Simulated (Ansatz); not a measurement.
# CrTe2: where the electrons are

For CrTe2 at its listed geometry, this session asks how the density differs from that of free atoms, which states sit where, how compression changes the bonding charge and where a hole goes.

Program: Ansatz 0.2.0. Level of theory: DFT r2SCAN, scalar-relativistic, plane waves, PAW. These are calculated values, not measurements.

## Step 1: The structure to begin with

The structure is trigonal, space group P-3m1 (No. 164). The conventional cell has a = 3.863 Å, b = 3.863 Å, c = 6.200 Å, α = 90.00°, β = 90.00°, γ = 120.00°. Cr (site symmetry -3m) is surrounded by 6 Te at 2.71 Å. Te (site symmetry 3m) has 3 Cr at 2.71 Å as nearest neighbours.

Coordinates:

```
CELL_PARAMETERS angstrom
3.86326 0.00000 0.00000
-1.93163 3.34568 0.00000
0.00000 0.00000 6.19955
ATOMIC_POSITIONS crystal
Cr 0.00000 0.00000 0.50000
Te 0.33333 0.66667 0.25212
Te 0.66667 0.33333 0.74788
```

The structure comes from the Materials Project (structure only).

## Step 2: The base run

input.yaml reads:

```yaml
crystal:
  lattice:
    - [3.8632595901, 0.0, 0.0]
    - [-1.9316297951, 3.3456809465, 0.0]
    - [0.0, 0.0, 6.1995532122]
  atoms:
    - { symbol: Cr, position: [0.0, 0.0, 0.5], spin: 3.0 }
    - { symbol: Te, position: [0.33333333, 0.66666667, 0.25212453] }
    - { symbol: Te, position: [0.66666667, 0.33333333, 0.74787547] }
magnetization:
  spin_polarized: true
basis:
  ecutwfc: 500
  fft_grid_basis: typed
kpoints:
  mp_grid: { grid: [9, 9, 6] }
hamiltonian:
  xc: r2scan
  pseudopotentials: { kind: paw }
scf:
  occupations: { method: gaussian, width: 0.05 }
output:
  forces: true
  stress: true
  eigenvalues: true
  bader: true
  write_density: true
  volumetric_format: npy
  populations: true
  elf: true
```

The run is started by

```bash
$ ansatz run input.yaml --threads 2 --pin off --max-ram 4096MiB --backend cpu --events-out ev --progress --plain --runs-dir out
```

## Step 4: Energy-resolved densities and projections

The windows are set from the levels of the base run, in eV from its Fermi level.

input.yaml reads:

```yaml
crystal:
  lattice:
    - [3.8632595901, 0.0, 0.0]
    - [-1.9316297951, 3.3456809465, 0.0]
    - [0.0, 0.0, 6.1995532122]
  atoms:
    - { symbol: Cr, position: [0.0, 0.0, 0.5], spin: 2.97 }
    - { symbol: Te, position: [0.33333333, 0.66666667, 0.25212453], spin: -0.22 }
    - { symbol: Te, position: [0.66666667, 0.33333333, 0.74787547], spin: -0.22 }
magnetization:
  spin_polarized: true
basis:
  ecutwfc: 500
  fft_grid_basis: typed
kpoints:
  mp_grid: { grid: [9, 9, 6] }
hamiltonian:
  xc: r2scan
  pseudopotentials: { kind: paw }
scf:
  occupations: { method: gaussian, width: 0.05 }
  n_extra_bands: 9
output:
  forces: true
  stress: false
  eigenvalues: true
  bader: false
  write_density: false
  volumetric_format: npy
  populations: true
  band_densities:
    - { e_range: [-0.25, 0.25] }
    - { e_range: [-1.2, 0.0] }
    - { e_range: [0.0, 1.2] }
    - { e_range: [-5.0, -3.32] }
    - { e_range: [-3.32, -1.66] }
    - { e_range: [-12.77, -10.08] }
  dos:
    e_range: [-30, 8]
    de: 0.02
    method: { smearing: { sigma: 0.03, scheme: gaussian } }
    projected: { site_lists: { Cr: [Cr], Te: [Te] } }
checkpoint:
  read: start.run
  write: ck
  compress: false
  write_wavefunctions: false
  write_every: 100000
```

## Step 5: The cell at 85 % of its volume

Fractional coordinates and the k mesh are kept.

input.yaml reads:

```yaml
crystal:
  lattice:
    - [3.6595431017, 0.0, 0.0]
    - [-1.8297715509, 3.1692572924, 0.0]
    - [0.0, 0.0, 5.8726398427]
  atoms:
    - { symbol: Cr, position: [0.0, 0.0, 0.5], spin: 2.97 }
    - { symbol: Te, position: [0.33333333, 0.66666667, 0.25212453], spin: -0.22 }
    - { symbol: Te, position: [0.66666667, 0.33333333, 0.74787547], spin: -0.22 }
magnetization:
  spin_polarized: true
basis:
  ecutwfc: 500
  fft_grid_basis: typed
kpoints:
  mp_grid: { grid: [9, 9, 6] }
hamiltonian:
  xc: r2scan
  pseudopotentials: { kind: paw }
scf:
  occupations: { method: gaussian, width: 0.05 }
output:
  forces: true
  stress: true
  eigenvalues: true
  bader: true
  write_density: true
  volumetric_format: npy
  populations: true
  elf: true
```

## Step 6: Removing 0.5 electron a cell

A uniform background keeps the cell neutral, and the atoms stay fixed.

input.yaml: that of step 2 with these lines changed.

```diff
@@ -6,7 +6,8 @@
   atoms:
-    - { symbol: Cr, position: [0.0, 0.0, 0.5], spin: 3.0 }
-    - { symbol: Te, position: [0.33333333, 0.66666667, 0.25212453] }
-    - { symbol: Te, position: [0.66666667, 0.33333333, 0.74787547] }
+    - { symbol: Cr, position: [0.0, 0.0, 0.5], spin: 2.97 }
+    - { symbol: Te, position: [0.33333333, 0.66666667, 0.25212453], spin: -0.22 }
+    - { symbol: Te, position: [0.66666667, 0.33333333, 0.74787547], spin: -0.22 }
 magnetization:
   spin_polarized: true
+total_charge: 0.5
 basis:
@@ -29,2 +30 @@
   populations: true
-  elf: true
```

(Steps that only read results are left out.)

**Question.** What will these runs give? Wanted: gap on the mesh; pressure; Bader charges; moment; the states at the Fermi level; at 85 % volume.

The runs gave:

| quantity | value |
| --- | --- |
| gap on the mesh | none (metal) |
| pressure | 0.0 GPa |
| Bader charges | Cr +0.94, Te -0.47 e |
| moment | 2.47 μB/cell |
| the states at the Fermi level | Te 5p (70 %) and Cr 3d (25 %) |
| at 85 % volume | 13.8 GPa, gap none (metal), Bader Cr +0.84, Te -0.42 e |

Cr–Te goes from 2.71 to 2.57 Å with the volume, and the deformation density at its midpoint from +0.09 to +0.1 e/Å³. In space (atomic cells sized by Bader volumes, not orbital character) the change of density that the hole brings, screening included, divides as Te about 90 % and Cr about 10 %; this need not match the band edge's orbital character. Spin-orbit coupling is left out for Te.
